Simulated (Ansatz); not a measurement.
## GaGe under changes of volume

One of the cells (24.335 Å³/atom); the others are scaled copies at fixed shape and fractional positions:

```
CELL_PARAMETERS angstrom
0.00000 2.89784 2.89784
2.89784 0.00000 2.89784
2.89784 2.89784 0.00000
ATOMIC_POSITIONS crystal
Ge 0.00000 0.00000 0.00000
Ga 0.25000 0.25000 0.25000
```

The cell comes from a database or a generator and needn't be the stable form of this composition.

```yaml
Program: Ansatz 0.2.0
Functional: r2SCAN
Potentials_or_basis: Ansatz PAW
Cutoff: "500 eV (not typed: the program's choice for these potentials)"
k_mesh: 8 × 8 × 8
Occupations: fermi-dirac, width 0.05 eV
Spin: no spin polarisation
```

| volume (Å³/atom) | energy over the lowest point (meV/atom) | pressure (GPa) |
| --- | --- | --- |
| 22.875 | ? | ? |
| 23.361 | 0.00 | 0.0 |
| 23.848 | 1.73 | -1.1 |
| 24.335 | 6.75 | -2.2 |
| 24.821 | 14.73 | -3.1 |
| 25.308 | 25.29 | -3.9 |
| 25.795 | 38.16 | -4.6 |

**Question.** What does the run at 22.875 Å³/atom give?

**Answer.** Energy over the lowest point 1.88 meV/atom; pressure 1.2 GPa.

Worked out: A Birch-Murnaghan fit of order 3 (a polynomial in V^(-2/3)) to the other rows has its minimum at 23.37 Å³/atom with B0 = V·E''(V) = 59 GPa and B' = 4.9. It gives 2.03 meV/atom at 22.875 Å³/atom, against the run's 1.88, and -dE/dV = 1.3 GPa, against 1.2.

Energies are extrapolated to zero smearing.

Caveats: the PAW data sets come from PBE, with cores solved anew for the run's functional, which leaves a small shift of forces and pressure.
